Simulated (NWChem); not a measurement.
# the pair ZnHClO···SiH2O2: a chain of runs

We compute the energy (singlet ZnSiH3ClO3, SVWN5/def2-SVP), then the energy (singlet ZnHClO, SVWN5/def2-SVP), then a single-point energy (singlet SiH2O2, SVWN5/def2-SVP), then a single-point energy (singlet ZnHClO, SVWN5/def2-SVP), then the energy (singlet SiH2O2, SVWN5/def2-SVP) of ClH3O3SiZn and its partners. 

The results are computed with NWChem 7.3.0.

**1. The system as given**

ZnSiH3ClO3: 9 atoms, total charge 0, spin state singlet. The two molecules were placed rigidly side by side, at 1.1 times their contact distance; the pair isn't optimised.

Bond lengths: O1–Zn2 1.766 Å, Zn2–Cl3 2.083 Å, O5–Si6 1.642 Å, Si6–O7 1.663 Å, O1–H4 0.959 Å, O5–H8 0.964 Å, O7–H9 0.960 Å. Angles: O1–Zn2–Cl3 176.1°, O5–Si6–O7 99.4°, Zn2–O1–H4 115.4°, Si6–O5–H8 117.5°, Si6–O7–H9 116.1°.

**2. The energy at SVWN5/def2-SVP (run 1)**

File clh3o3sizn.nw:

```
start clh3o3sizn
title "ClH3O3SiZn SVWN5"
memory 2200 mb
charge 0

geometry units angstrom noautosym nocenter noautoz
  O     -0.729850     0.900470    -0.615620
  Zn     0.427450    -0.140430     0.219380
  Cl     1.883350    -1.261420     1.201180
  H     -1.580950     0.501380    -0.804920
  O      2.899420     4.111930    -1.771330
  Si     1.290070     4.058250    -2.092730
  O      0.759740     5.205870    -1.012750
  H      3.197100     4.728910    -1.093480
  H     -0.186120     5.370100    -1.002440
end

basis spherical bse
  * library def2-SVP
end

dft
  xc slater vwn_5
  grid fine
  convergence energy 1e-08
  iterations 100
  mulliken
  print low
end

task dft
```

The run is started by

```console
$ nwchem clh3o3sizn.nw > clh3o3sizn.out
```

Log (excerpt; [...] marks lines left out):

```text
[...]
 d= 0,ls=0.0,diis     1  -2748.6554332774 -3.26D+03  2.52D-02  2.20D+00     3.5
[...]
 d= 0,ls=0.0,diis    12  -2748.8696557755 -1.86D-09  2.59D-07  1.29D-09    27.3
         Total DFT energy =    -2748.869655775486
      One electron energy =    -4855.546864218508
           Coulomb energy =     1732.942985559238
    Exchange-Corr. energy =     -140.032985374759
 Nuclear repulsion energy =      513.767208258544
[...]
      Total Density - Mulliken Population Analysis
     ---------------------------------------------
    Atom       Charge   Shell Charges
 -----------   ------   -------------------------------------------------------
    1 O    8     8.49   1.99  1.05  0.72  2.84  1.89  0.01
    2 Zn  30    29.45   2.00  2.00  2.00  0.89 -0.03  6.00  6.00  0.67  7.94  1.98  0.00
    3 Cl  17    17.26   2.00  1.98  1.27  0.68  5.92  2.14  3.24  0.02
    4 H    1     0.80   0.66  0.07  0.07
    5 O    8     8.33   1.99  1.07  0.63  2.89  1.76  0.01
    6 Si  14    13.71   2.00  1.98  1.23  0.62  5.91  1.00  0.66  0.30
    7 O    8     8.36   1.99  1.06  0.65  2.88  1.77  0.01
    8 H    1     0.81   0.65  0.09  0.07
    9 H    1     0.79   0.66  0.07  0.07
[...]
```

Wall time 28 s (1 thread of Intel Xeon Platinum 8259CL at 2.50GHz (Skylake/Cascade Lake), shared host); peak memory 0.12 GiB.

**3. ZnHClO: a single-point energy at SVWN5/def2-SVP (run 2)**

File work.nw:

```
start work
title "ClHOZn energy"
memory stack 880 mb heap 220 mb global 1100 mb
charge 0

geometry units angstrom noautosym nocenter noautoz
   O     -0.729850     0.900470    -0.615620
   Zn     0.427450    -0.140430     0.219380
   Cl     1.883350    -1.261420     1.201180
   H     -1.580950     0.501380    -0.804920
end

basis spherical bse
   * library def2-SVP
end

dft
   xc slater vwn_5
   grid fine
   convergence energy 1e-08
   iterations 100
   mulliken
   noprint "final vectors analysis"
end

task dft
```

The run is started by

```console
$ nwchem work.nw > work.out
```

Log (excerpt; [...] marks lines left out):

```text
[...]
          Wavefunction type:  closed shell.
          No. of atoms     :     4
          No. of electrons :    56
[...]
          Charge           :     0
          Spin multiplicity:     1
[...]
          AO basis - number of functions:    68
[...]
              XC Information
              --------------
                        Slater Exchange Functional  1.000 local
                      VWN V Correlation Functional  1.000 local
[...]
 d= 0,ls=0.0,diis     1  -2309.9908526353 -2.54D+03  4.10D-02  1.10D+00     1.6
[...]
 d= 0,ls=0.0,diis    11  -2310.1062747168 -6.22D-09  5.00D-07  1.43D-09    10.5
         Total DFT energy =    -2310.106274716836
      One electron energy =    -3686.213220427755
           Coulomb energy =     1246.144100874069
    Exchange-Corr. energy =     -103.430640528099
 Nuclear repulsion energy =      233.393485364950
[...]
      Total Density - Mulliken Population Analysis
     ---------------------------------------------
    Atom       Charge   Shell Charges
 -----------   ------   -------------------------------------------------------
    1 O    8     8.49   1.99  1.05  0.72  2.84  1.89  0.01
    2 Zn  30    29.44   2.00  2.00  2.00  0.90 -0.04  6.00  6.00  0.67  7.94  1.98  0.00
    3 Cl  17    17.26   2.00  1.98  1.27  0.68  5.92  2.14  3.24  0.02
    4 H    1     0.80   0.66  0.07  0.07
[...]
```

Wall time 11 s (1 thread of Intel Xeon Platinum 8259CL at 2.50GHz (Skylake/Cascade Lake), shared host); peak memory 0.11 GiB.

**4. SiH2O2: a single-point energy at SVWN5/def2-SVP (run 3)**

File work.nw:

```
start work
title "H2O2Si"
memory total 2200 mb
geometry noautosym nocenter noautoz
  O     2.899420    4.111930   -1.771330
  Si    1.290070    4.058250   -2.092730
  O     0.759740    5.205870   -1.012750
  H     3.197100    4.728910   -1.093480
  H    -0.186120    5.370100   -1.002440
end
basis spherical bse
  O library def2-SVP
  Si library def2-SVP
  H library def2-SVP
end
dft
  xc slater vwn_5
  grid fine
  convergence energy 1e-08
  iterations 100
  mulliken
  print low
end
task dft
```

The run is started by

```console
$ nwchem work.nw > work.out
```

Log (excerpt; [...] marks lines left out):

```text
[...]
 d= 0,ls=0.0,diis     1   -438.6600126855 -5.42D+02  2.82D-02  1.11D+00     0.6
[...]
 d= 0,ls=0.0,diis    11   -438.7612047208 -1.44D-09  4.41D-07  2.58D-09     3.9
         Total DFT energy =     -438.761204720758
      One electron energy =     -815.708193837336
           Coulomb energy =      309.904461407569
    Exchange-Corr. energy =      -36.603771393088
 Nuclear repulsion energy =      103.646299102097
[...]
      Total Density - Mulliken Population Analysis
     ---------------------------------------------
    Atom       Charge   Shell Charges
 -----------   ------   -------------------------------------------------------
    1 O    8     8.33   1.99  1.07  0.63  2.89  1.75  0.01
    2 Si  14    13.71   2.00  1.98  1.22  0.62  5.91  1.01  0.66  0.31
    3 O    8     8.36   1.99  1.06  0.65  2.88  1.77  0.01
    4 H    1     0.81   0.65  0.09  0.07
    5 H    1     0.79   0.66  0.07  0.07
[...]
```

It took 4.5 s on 1 thread of Intel Xeon Platinum 8259CL at 2.50GHz (Skylake/Cascade Lake), shared host; peak memory 0.11 GiB.

**5. ZnHClO among ghost functions: the energy at SVWN5/def2-SVP (with ghost functions) (run 4)**

File clhozn.nw:

```
START clhozn
TITLE "ClHOZn energy"
memory total 2200 mb

GEOMETRY noautosym nocenter noautoz
 O       -0.729850       0.900470      -0.615620
 Zn       0.427450      -0.140430       0.219380
 Cl       1.883350      -1.261420       1.201180
 H       -1.580950       0.501380      -0.804920
 bqO      2.899420     4.111930    -1.771330
 bqSi     1.290070     4.058250    -2.092730
 bqO      0.759740     5.205870    -1.012750
 bqH      3.197100     4.728910    -1.093480
 bqH     -0.186120     5.370100    -1.002440
END

BASIS "ao basis" spherical bse
 O library def2-SVP
 Zn library def2-SVP
 Cl library def2-SVP
 H library def2-SVP
 bqO library O def2-SVP
 bqSi library Si def2-SVP
 bqH library H def2-SVP
END

DFT
 xc slater vwn_5
 grid fine
 convergence energy 1e-08
 iterations 100
 mulliken
 print low
END

TASK dft energy
```

The run is started by

```console
$ nwchem clhozn.nw > clhozn.out
```

Log (excerpt; [...] marks lines left out):

```text
[...]
 d= 0,ls=0.0,diis     1  -2309.9920545323 -2.54D+03  2.23D-02  1.10D+00     3.2
[...]
 d= 0,ls=0.0,diis    11  -2310.1073407462 -6.92D-09  3.53D-07  2.06D-09    23.8
         Total DFT energy =    -2310.107340746208
      One electron energy =    -3686.172158577062
           Coulomb energy =     1246.099503756750
    Exchange-Corr. energy =     -103.428171290846
 Nuclear repulsion energy =      233.393485364950
[...]
      Total Density - Mulliken Population Analysis
     ---------------------------------------------
    Atom       Charge   Shell Charges
 -----------   ------   -------------------------------------------------------
    1 O    8     8.49   1.99  1.05  0.72  2.84  1.89  0.01
    2 Zn  30    29.44   2.00  2.00  2.00  0.90 -0.04  6.00  6.00  0.67  7.94  1.98  0.00
    3 Cl  17    17.26   2.00  1.98  1.27  0.68  5.92  2.14  3.24  0.02
    4 H    1     0.80   0.66  0.07  0.07
    5 X    0    -0.00  -0.00  0.00  0.00 -0.00 -0.00 -0.00
    6 X    0     0.01   0.00  0.00 -0.00  0.00 -0.00 -0.00  0.00 -0.00
    7 X    0    -0.00  -0.00  0.00 -0.00  0.00 -0.00 -0.00
    8 X    0    -0.00  -0.00 -0.00 -0.00
    9 X    0    -0.00   0.00 -0.00 -0.00
[...]
```

Run time: 25 s. Hardware: 1 thread of Intel Xeon Platinum 8259CL at 2.50GHz (Skylake/Cascade Lake), shared host; peak memory 0.12 GiB.

**6. SiH2O2 among ghost functions: the energy at SVWN5/def2-SVP (with ghost functions) (run 5)**

File calc.nw:

```
start calc
title "H2O2Si"
memory stack 880 mb heap 220 mb global 1100 mb
charge 0
geometry units au noautosym nocenter noautoz
   O   5.47910972  7.77042154 -3.34732858
   Si  2.43787898  7.66898105 -3.95468655
   O   1.43570053  9.83766854 -1.91382013
   H   6.04164339  8.93634477 -2.06637772
   H  -0.35171583 10.14801826 -1.89433706
   bqO     -1.379217     1.701642    -1.163353
   bqZn     0.807763    -0.265374     0.414568
   bqCl     3.559016    -2.383738     2.269901
   bqH     -2.987563     0.947471    -1.521078
end
basis spherical bse
   O library def2-SVP
   Si library def2-SVP
   H library def2-SVP
   bqO library O def2-SVP
   bqZn library Zn def2-SVP
   bqCl library Cl def2-SVP
   bqH library H def2-SVP
end
dft
   xc slater vwn_5
   grid fine
   convergence energy 1e-08
   maxiter 100
   mulliken
   noprint "final vectors analysis"
end
task dft energy
```

The run is started by

```console
$ nwchem calc.nw > calc.out
```

Log (excerpt; [...] marks lines left out):

```text
[...]
          Wavefunction type:  closed shell.
          No. of atoms     :     9
          No. of electrons :    32
[...]
          Charge           :     0
          Spin multiplicity:     1
[...]
          AO basis - number of functions:   124
[...]
              XC Information
              --------------
                        Slater Exchange Functional  1.000 local
                      VWN V Correlation Functional  1.000 local
[...]
 d= 0,ls=0.0,diis     1   -438.6601613785 -5.42D+02  1.27D-02  1.11D+00     2.4
[...]
 d= 0,ls=0.0,diis    11   -438.7613731542 -1.45D-09  1.99D-07  2.58D-09    18.6
         Total DFT energy =     -438.761373154243
      One electron energy =     -815.698673144798
           Coulomb energy =      309.894050079712
    Exchange-Corr. energy =      -36.603041767076
 Nuclear repulsion energy =      103.646291677919
[...]
      Total Density - Mulliken Population Analysis
     ---------------------------------------------
    Atom       Charge   Shell Charges
 -----------   ------   -------------------------------------------------------
    1 O    8     8.33   1.99  1.07  0.63  2.89  1.75  0.01
    2 Si  14    13.71   2.00  1.98  1.23  0.62  5.91  1.01  0.66  0.31
    3 O    8     8.36   1.99  1.06  0.65  2.88  1.77  0.01
    4 H    1     0.81   0.65  0.09  0.07
    5 H    1     0.79   0.66  0.07  0.07
    6 X    0     0.00   0.00 -0.00  0.00 -0.00  0.00  0.00
    7 X    0     0.00   0.00  0.00  0.00 -0.00  0.00  0.00 -0.00  0.00 -0.00  0.00 -0.00
    8 X    0    -0.00  -0.00 -0.00  0.00 -0.00 -0.00  0.00 -0.00 -0.00
    9 X    0     0.00  -0.00  0.00 -0.00
[...]
```

Run time: 19 s. Hardware: 1 thread of Intel Xeon Platinum 8259CL at 2.50GHz (Skylake/Cascade Lake), shared host; peak memory 0.12 GiB.

**7. What came out**

| quantity | value |
| --- | --- |
| run 1, SVWN5/def2-SVP: total energy | -2748.86966 Eh |
| ZnHClO: total energy | -2310.10627 Eh |
| ZnHClO: dipole moment | 1.82 D |
| SiH2O2: total energy | -438.76120 Eh |
| ZnHClO among ghost functions: total energy | -2310.10734 Eh |
| SiH2O2 among ghost functions: total energy | -438.76137 Eh |
| SiH2O2 among ghost functions: dipole moment | 2.08 D |
| interaction energy of the rigid parts ZnHClO and SiH2O2 (parts in their own basis; closest atoms 4.03 Å apart) | -0.059 eV |
| interaction energy of the rigid parts ZnHClO and SiH2O2 (parts in the whole basis, counterpoise; closest atoms 4.03 Å apart) | -0.026 eV |

In words: The interaction energy of the rigid parts ZnHClO and SiH2O2 (parts in their own basis; closest atoms 4.03 Å apart) is −0.06 eV (−1.4 kcal/mol): the parts attract. Without counterpoise this holds the superposition error of the basis. The interaction energy of the rigid parts ZnHClO and SiH2O2 (parts in the whole basis, counterpoise; closest atoms 4.03 Å apart) is −0.03 eV (−2.5 kJ/mol): the parts attract. The basis-set superposition error is 3.2 kJ/mol. Mulliken charges (run 1, SVWN5/def2-SVP) run from -0.49 on O1 to +0.55 on Zn2. Mulliken charges (ZnHClO) run from -0.49 on O1 to +0.56 on Zn2.
